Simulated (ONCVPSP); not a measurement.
**Pseudopotential generation for Ti: ONCV, LDA (Perdew-Wang 92)**

Do these settings give a usable potential? It is generated, then checked for transferability, scattering, ghosts and hardness.

Program: ONCVPSP 4.0.1.1 (patched build). Reference atom: LDA (Perdew-Wang 92), scalar-relativistic, spherical and spin-unpolarised. All values are calculated.

## Step 1: Starting point

Typed settings, in words:

- element: titanium (Ti, Z = 22)
- type: optimised norm-conserving Vanderbilt (ONCV)
- frozen core: [Ne]
- valence charge: 12
- reference configuration: 3s2 3p6 3d2 4s2
- partial waves: 3s+4s: rc 1.65 bohr, ncon 4, nbas 8, qcut 8.2 1/bohr, 2 projectors; 3p: rc 0.95 bohr, ncon 4, nbas 8, qcut 7.2 1/bohr, 2 projectors, debl 0.7 Ha; 3d: rc 1.95 bohr, ncon 4, nbas 8, qcut 7.3 1/bohr, 2 projectors, debl 1 Ha
- local potential: polynomial inside 0.80 bohr (lpopt 5, dvloc0 6 Ha)
- core correction: Teter function, fcfact 5, rcfact 1.2

An earlier all-electron run gives the scale for the radii.

All-electron outer shells of the reference configuration (LDA (PZ), scalar-relativistic, ld1.x):

| shell | level (eV) | outermost node (bohr) | outermost maximum (bohr) |
| --- | --- | --- | --- |
| 2p | -443.98 | – | 0.22 |
| 3s | -62.26 | 0.40 | 0.87 |
| 3p | -38.78 | 0.37 | 0.90 |
| 4s | -4.60 | 1.25 | 2.88 |
| 3d | -4.46 | – | 0.97 |
| 4p | -1.54 | 1.39 | 3.80 |

## Step 2: The generation run

Ti.dat reads:

```
# ATOM AND REFERENCE CONFIGURATION
# atsym  z   nc   nv     iexc    psfile
  Ti 22.00    3    4  -001012      upf
#
#   n    l    f
    1    0    2.00
    2    0    2.00
    2    1    6.00
    3    0    2.00
    3    1    6.00
    3    2    2.00
    4    0    2.00
#
# PSEUDOPOTENTIAL AND OPTIMIZATION
# lmax
    2
#
#   l,   rc,      ep,       ncon, nbas, qcut
    0    1.65    0.00    4    8    8.20
    1    0.95    0.00    4    8    7.20
    2    1.95    0.00    4    8    7.30
#
# LOCAL POTENTIAL
# lloc, lpopt,  rc(5),   dvloc0
    4    5    0.80    6.00
#
# VANDERBILT-KLEINMAN-BYLANDER PROJECTORs
# l, nproj, debl
    0    2    1.90
    1    2    0.70
    2    2    1.00
#
# MODEL CORE CHARGE
# icmod, fcfact, rcfact
    3    5.00    1.20
#
# LOG DERIVATIVE ANALYSIS
# epsh1, epsh2, depsh
   -4.00    5.00    0.02
#
# OUTPUT GRID
# rlmax, drl
    6.00    0.01
#
# TEST CONFIGURATIONS
# ncnf
    4
# nvcnf
#   n    l    f
    4
    3    0    2.00
    3    1    6.00
    3    2    2.00
    4    0    1.00
#
    4
    3    0    2.00
    3    1    6.00
    3    2    2.00
    4    0    0.00
#
    4
    3    0    2.00
    3    1    6.00
    3    2    1.00
    4    0    0.00
#
    5
    3    0    2.00
    3    1    6.00
    3    2    1.00
    4    0    2.00
    4    1    1.00
#
```

Run with:

```sh
$ oncvpsp.x < Ti.dat > Ti.out
```

What the program wrote to Ti.out (without the consistency checks and plot data):

```text
ONCVPSP  (Optimized Norm-Conservinng Vanderbilt PSeudopotential)
scalar-relativistic version 4.0.1.1, modified

#   n    l    f        energy (Ha)
    1    0    2.00    -1.7845688E+02
    2    0    2.00    -1.9677955E+01
    2    1    6.00    -1.6315622E+01
    3    0    2.00    -2.2882850E+00
    3    1    6.00    -1.4255109E+00
    3    2    2.00    -1.6405499E-01
    4    0    2.00    -1.6882006E-01

Reference configufation results
  iterations    25
  all-electron total energy (Ha)   -8.51724606D+02

Begin loop to  construct optimized pseudo wave functions
and semi-local pseudopoentials for all angular momenta

Calculating optimized projector #   1

 for l=   0

    Fraction of norm inside rc  0.939559
    Optimizing pswf for qcut=   8.20 a_B^-1,  ecut=  33.65 Ha
    Residual kinetic energy error=  1.49D-07 Ha

    Energy error per electron        Cutoff
         Ha          eV             Ha
         0.01000     0.27211       13.78
         0.00100     0.02721       20.17
         0.00010     0.00272       24.85
         0.00001     0.00027       28.41

Calculating optimized projector #   2

 for l=   0

    Fraction of norm inside rc  0.046395
    Optimizing pswf for qcut=   8.20 a_B^-1,  ecut=  33.65 Ha
    Residual kinetic energy error=  1.73D-07 Ha

    Energy error per electron        Cutoff
         Ha          eV             Ha
         0.01000     0.27211        4.69
         0.00100     0.02721       16.87
         0.00010     0.00272       22.93
         0.00001     0.00027       27.59

WARNING wellstate: negative energy specified for n= 4 l=  1
WARNING scattering state with energy  0.25000000
WARNING will be used for the first projector

   Wellstate for l =  1  n =  4
     eigenvalue =   0.2500
     asymptotic potential =   0.7500
     half-point radius =  3.6975

Calculating optimized projector #   1

 for l=   1

    Fraction of norm inside rc  0.419327
    Optimizing pswf for qcut=   7.22 a_B^-1,  ecut=  26.07 Ha
    Residual kinetic energy error=  1.98D-03 Ha

    Energy error per electron        Cutoff
         Ha          eV             Ha
         0.01000     0.27211       14.59
         0.00100     0.02721       40.17
         0.00010     0.00272      196.35
         0.00001     0.00027      233.16

Calculating optimized projector #   2

 for l=   1

    Fraction of norm inside rc  0.057086
    Optimizing pswf for qcut=   7.22 a_B^-1,  ecut=  26.07 Ha
    Residual kinetic energy error=  4.07D-04 Ha

    Energy error per electron        Cutoff
         Ha          eV             Ha
         0.01000     0.27211       12.13
         0.00100     0.02721       17.17
         0.00010     0.00272      112.70
         0.00001     0.00027      288.68

   Wellstate for l =  2  n =  4
     eigenvalue =   0.8359
     asymptotic potential =   1.3359
     half-point radius =  3.2600

Calculating optimized projector #   1

 for l=   2

    Fraction of norm inside rc  0.724446
    Optimizing pswf for qcut=   7.30 a_B^-1,  ecut=  26.66 Ha
    Residual kinetic energy error=  2.86D-05 Ha

    Energy error per electron        Cutoff
         Ha          eV             Ha
         0.01000     0.27211       18.47
         0.00100     0.02721       22.00
         0.00010     0.00272       25.19
         0.00001     0.00027       43.92

Calculating optimized projector #   2

 for l=   2

    Fraction of norm inside rc  0.213881
    Optimizing pswf for qcut=   7.30 a_B^-1,  ecut=  26.66 Ha
    Residual kinetic energy error=  1.66D-04 Ha

    Energy error per electron        Cutoff
         Ha          eV             Ha
         0.01000     0.27211       19.84
         0.00100     0.02721       23.87
         0.00010     0.00272       27.99
         0.00001     0.00027       70.43

Construct Vanderbilt / Kleinmman-Bylander projectors

B matrix Hermiticity error, ll=   0
   1   2    1.3750E-04

  Orthonormal projector coefficients  1.0188E+01  1.7235E+00

B matrix Hermiticity error, ll=   1
   1   2    1.4611E-04

  Orthonormal projector coefficients  1.4613E+01  3.0340E+00

B matrix Hermiticity error, ll=   2
   1   2    7.6232E-05

  Orthonormal projector coefficients -2.6673E+00 -1.8517E+00

Model core correction analysis
  based on d2Exc/dn_idn_j

d2excae - all-electron derivatives

   -3.948618D-02   -3.649403D-02   -2.426818D-02   -2.622231D-03
   -3.649429D-02   -3.466757D-02   -2.418899D-02   -3.333252D-03
   -2.426871D-02   -2.418928D-02   -2.198756D-02   -1.000152D-02
   -2.622214D-03   -3.333050D-03   -9.998462D-03   -2.706408D-02

d2excps - pseudofunction derivatives with no core correction

   -4.586160D-02   -4.037053D-02   -2.507893D-02   -3.216694D-03
   -4.037113D-02   -3.831718D-02   -2.628070D-02   -3.617782D-03
   -2.507936D-02   -2.628098D-02   -2.432489D-02   -9.906370D-03
   -3.216831D-03   -3.617607D-03   -9.903316D-03   -2.711224D-02

rms 2nd derivative error    2.505496E-03

rmatch, rhocmatch    0.5389   15.8746

Teter function model core charge with specified parameters

d2excps - pseudofunction derivatives with core correction

   -3.980811D-02   -3.732479D-02   -2.440198D-02   -2.741566D-03
   -3.732486D-02   -3.646147D-02   -2.580485D-02   -3.384520D-03
   -2.440225D-02   -2.580507D-02   -2.418178D-02   -9.856426D-03
   -2.741545D-03   -3.384322D-03   -9.853371D-03   -2.707477D-02

rms 2nd derivative error    9.633835E-04

Pseudoatom total energy  -57.925946

Diagnostic tests using Vanderbilt-Kleinman-Bylander pseudopotentials
  1 or more projectors used as specified by nproj input data

   l    rcore       rmatch      e in        delta e   norm test  slope test

   0   1.6594617   1.7098465  -2.2882850   0.0000012   1.0001150   1.0001084
   0   1.6594617   1.7098465  -0.1688201   0.0000024   1.0000286   1.0000237

   1   0.9513822   0.9802682  -1.4255109  -0.0000173   1.0001095   1.0002030
   1   0.9513822   0.9802682   0.2500000   0.0000246   1.0002997   1.0002997

   2   1.9503507   2.0095676  -0.1640550  -0.0000009   1.0000495   1.0000517
   2   1.9503507   2.0095676   0.8359450   0.0000064   1.0001280   1.0001280

 Testing for bound ghosts
   n   l    E NL Schr. Eq   E Basis Diag.   E Cutoff

   1   0       -2.288284       -2.288248     95.87
   2   0       -0.168818       -0.088618     95.87

   2   1       -1.425528       -1.410762    332.82

   3   2       -0.164056       -0.161629     90.55

 Testing for highly-localized positive-energy ghosts
       l    <radius>/rc     E Basis Diag.   E Cutoff

Test configuration 0

   n   l     f        eae           eps        diff
   1   0  2.0000 -178.45687637
   2   0  2.0000  -19.67795495
   2   1  6.0000  -16.31562159
   3   0  2.0000   -2.28828505   -2.28828385    1.20D-06
   3   1  6.0000   -1.42551092   -1.42552819   -1.73D-05
   3   2  2.0000   -0.16405499   -0.16405590   -9.11D-07
   4   0  2.0000   -0.16882006   -0.16881763    2.43D-06

    Total energies and differences
      AE_ref= -8.51724606D+02  AE_tst= -8.51724606D+02  dif=  0.00D+00
      PS_ref= -5.79259456D+01  PS_tst= -5.79259456D+01  dif= -3.55D-14
      PSP excitation error=  3.55D-14

Test configuration 1

   n   l     f        eae           eps        diff
   1   0  2.0000 -178.73136222
   2   0  2.0000  -19.94720071
   2   1  6.0000  -16.58532779
   3   0  2.0000   -2.55900775   -2.55998792   -9.80D-04
   3   1  6.0000   -1.69622116   -1.69684758   -6.26D-04
   3   2  2.0000   -0.42781689   -0.42827615   -4.59D-04
   4   0  1.0000   -0.38931355   -0.38928030    3.32D-05

    Total energies and differences
      AE_ref= -8.51724606D+02  AE_tst= -8.51447921D+02  dif=  2.77D-01
      PS_ref= -5.79259456D+01  PS_tst= -5.76492606D+01  dif=  2.77D-01
      PSP excitation error=  3.30D-07

Test configuration 2

   n   l     f        eae           eps        diff
   1   0  2.0000 -179.05615175
   2   0  2.0000  -20.26433794
   2   1  6.0000  -16.90312419
   3   0  2.0000   -2.87616906   -2.87883050   -2.66D-03
   3   1  6.0000   -2.01267984   -2.01437561   -1.70D-03
   3   2  2.0000   -0.73231406   -0.73352986   -1.22D-03

    Total energies and differences
      AE_ref= -8.51724606D+02  AE_tst= -8.50941027D+02  dif=  7.84D-01
      PS_ref= -5.79259456D+01  PS_tst= -5.71423730D+01  dif=  7.84D-01
      PSP excitation error=  6.83D-06

Test configuration 3

   n   l     f        eae           eps        diff
   1   0  2.0000 -179.69203829
   2   0  2.0000  -20.93074979
   2   1  6.0000  -17.56673171
   3   0  2.0000   -3.48197900   -3.47622953    5.75D-03
   3   1  6.0000   -2.60642134   -2.60030240    6.12D-03
   3   2  1.0000   -1.28396954   -1.27336136    1.06D-02

    Total energies and differences
      AE_ref= -8.51724606D+02  AE_tst= -8.49941690D+02  dif=  1.78D+00
      PS_ref= -5.79259456D+01  PS_tst= -5.61464126D+01  dif=  1.78D+00
      PSP excitation error=  3.38D-03

Test configuration 4

   n   l     f        eae           eps        diff
   1   0  2.0000 -178.69776609
   2   0  2.0000  -19.95125518
   2   1  6.0000  -16.58577871
   3   0  2.0000   -2.52111393   -2.51346914    7.64D-03
   3   1  6.0000   -1.64949298   -1.64303819    6.45D-03
   3   2  1.0000   -0.35139445   -0.34309486    8.30D-03
   4   0  2.0000   -0.23293672   -0.23296399   -2.73D-05
   4   1  1.0000   -0.09674203   -0.09673003    1.20D-05

    Total energies and differences
      AE_ref= -8.51724606D+02  AE_tst= -8.51547385D+02  dif=  1.77D-01
      PS_ref= -5.79259456D+01  PS_tst= -5.77519910D+01  dif=  1.74D-01
      PSP excitation error=  3.27D-03
```

It took 6.3 s on 1 thread of AMD EPYC 7R43, shared host.

The projector energies used in the p channel were -1.426, 0.250 Ha; the program set a typed value aside.

Partial waves on a coarse radial grid (AE all-electron, PS pseudo):

```csv
r (bohr),3d AE,3d PS,3p AE,3p PS
0.098,0.0301,0.0033,-0.3931,0.0329
0.195,0.1348,0.0246,-0.5200,0.1224
0.292,0.2754,0.0772,-0.2870,0.2570
0.390,0.4166,0.1672,0.0812,0.4252
0.488,0.5373,0.2897,0.4341,0.5995
0.585,0.6298,0.4301,0.7066,0.7574
0.682,0.6955,0.5720,0.8895,0.8928
0.780,0.7376,0.6987,0.9919,0.9894
0.878,0.7597,0.7944,1.0290,1.0287
0.975,0.7663,0.8511,1.0188,1.0187
1.072,0.7614,0.8697,0.9771,0.9770
1.170,0.7481,0.8556,0.9150,0.9149
1.268,0.7289,0.8187,0.8421,0.8421
1.365,0.7060,0.7702,0.7656,0.7655
1.463,0.6803,0.7188,0.6882,0.6881
1.560,0.6534,0.6722,0.6142,0.6142
1.658,0.6255,0.6322,0.5440,0.5439
1.755,0.5978,0.5992,0.4798,0.4798
1.852,0.5703,0.5704,0.4214,0.4213
1.950,0.5431,0.5431,0.3682,0.3681
2.047,0.5170,0.5170,0.3212,0.3211
2.145,0.4915,0.4915,0.2791,0.2790
2.242,0.4673,0.4672,0.2423,0.2423
2.340,0.4438,0.4438,0.2097,0.2096
2.438,0.4213,0.4213,0.1811,0.1811
2.535,0.4001,0.4001,0.1565,0.1565
```

Densities times 4π (e/bohr³); a dash where the program caps the true core:

| r (bohr) | pseudo valence | true core | model core |
| --- | --- | --- | --- |
| 0.098 | 5.573 | – | 73.79 |
| 0.292 | 9.786 | – | 41.11 |
| 0.488 | 14.6 | 29.68 | 11.67 |
| 0.682 | 15.78 | 2.654 | 1.369 |
| 0.878 | 12.74 | 0.2195 | 0.02322 |
| 1.072 | 7.955 | 0.01843 | 0.001677 |
| 1.268 | 4.299 | 0.001526 | 1.891e-05 |
| 1.463 | 2.202 | 0.00013 | 6.078e-05 |
| 1.658 | 1.152 | 1.135e-05 | 2.365e-06 |
| 1.852 | 0.6521 | 1.03e-06 | 2.69e-06 |
| 2.047 | 0.4047 | 1e-07 | 0 |
| 2.242 | 0.2757 | 0 | 0 |
| 2.438 | 0.2022 | 0 | 0 |

## Step 3: The configuration tests of the same run

Excitation and ionisation energies from 3s2 3p6 3d2 4s2, with the error of the potential.

| valence configuration | charge | ΔE all-electron (eV) | error AE − PS (meV) |
| --- | --- | --- | --- |
| 3s2 3p6 3d2 4s1 | +1 | 7.529 | 0.0 |
| 3s2 3p6 3d2 4s0 | +2 | 21.322 | +0.2 |
| 3s2 3p6 3d1 4s0 | +3 | 48.516 | +92 |
| 3s2 3p6 3d1 4s2 4p1 | 0 | 4.823 | +89 |

## Step 4: Does it scatter like the atom?

Taken from the files of the generation run. The phase is arctan(r·R′/R) of the radial function R, unwrapped, with energies in Ha. A pole is an energy at which the radial function vanishes at the test radius. The pseudo phase is shifted by a multiple of π to meet the all-electron one at the reference energy. Levels narrower than the energy grid can be missing from the poles. The last column is the largest difference on the grid between −0.5 and +0.5 Ha.

| channel | radius (bohr) | reference (Ha) | poles AE | poles PS | window around the reference with phases within 0.05 rad (Ha) | largest difference near zero (rad) |
| --- | --- | --- | --- | --- | --- | --- |
| s | 1.68 | -0.17 | -1.88 | -1.88 | the whole range | 0.000 |
| p | 0.96 | -1.43 | 4.96 | 4.93 | the whole range | 0.000 |
| d | 1.97 | -0.16 | 0.25, 4.51 | 0.25, 4.52 | the whole range | 0.000 |

Phases (rad) along the scan:

```
E (Ha)    d AE    d PS    p AE    p PS
 -3.98   1.351   1.350   0.331   0.331
 -3.50   1.332   1.332   0.100   0.099
 -3.02   1.308   1.308  -0.163  -0.163
 -2.54   1.276   1.275  -0.424  -0.424
 -2.06   1.228   1.228  -0.654  -0.654
 -1.58   1.150   1.150  -0.840  -0.840
 -1.10   0.986   0.986  -0.984  -0.984
 -0.62   0.398   0.398  -1.096  -1.096
 -0.14  -1.153  -1.153  -1.184  -1.184
  0.34  -1.626  -1.626  -1.254  -1.254
  0.82  -1.881  -1.881  -1.311  -1.311
  1.30  -2.300  -2.300  -1.358  -1.358
  1.78  -3.416  -3.418  -1.398  -1.398
  2.26  -4.190  -4.191  -1.433  -1.433
  2.74  -4.440  -4.441  -1.463  -1.463
  3.22  -4.557  -4.558  -1.490  -1.491
  3.70  -4.629  -4.629  -1.515  -1.515
  4.18  -4.681  -4.681  -1.537  -1.538
  4.66  -4.726  -4.724  -1.558  -1.559
```

## Step 5: Convergence and ghost test

From the same output: the cutoffs (Ha) at which the residual kinetic energy of the hardest occupied pseudo-wave falls to 1 and 0.1 mHa per electron are 40 Ha and 196 Ha.

The program's own ghost test: no bound ghost flagged; no localised positive-energy state flagged.

Cutoff (Ha) at which the first wave of each channel reaches a given error (Ha per electron):

```
  error     s      p     d
1.0e-02  13.8   14.6  18.5
3.2e-03  17.3   17.6  20.4
1.0e-03  20.2   40.2  22.0
3.2e-04  22.5  118.4  23.5
1.0e-04  24.8  196.3  25.2
3.2e-05  26.6  217.3  27.3
1.0e-05  28.4  233.2  43.9
```

## Step 6: Outcome

| quantity | value |
| --- | --- |
| cutoffs for 1 and 0.1 mHa per electron, occupied waves | 40 Ha and 196 Ha |
| bound ghosts | none found |
| GHOST(+) flags | none at low energy |
| largest test error (AE − PS) | +92 meV, for 3s2 3p6 3d1 4s0 |
| largest phase difference near zero energy, channels read | 0.000 rad |
| rms error of d²Exc/dn², without and with the model core | 2.51 and 0.96 mHa |
| projector energies reset by the program | p: -1.426, 0.250 Ha |

What this shows: By total energies transferability is fair: the largest error is 92 meV on 48.5 eV, for 3s2 3p6 3d1 4s0. That test lies far up in energy; among those under 40 eV, nearer to bonding, the largest error is 89 meV. It counts as hard, with 40 Ha needed at the looser tolerance. The tighter tolerance needs 196 Ha, and converged work needs a cutoff nearer that. At the looser tolerance the 3p wave is the slowest; 3d needs 22 Ha. The program's ghost test flags no bound state. Near zero energy the phases of the channels with partial waves agree within 0.001 rad. All of this concerns the isolated atom, not yet a solid.
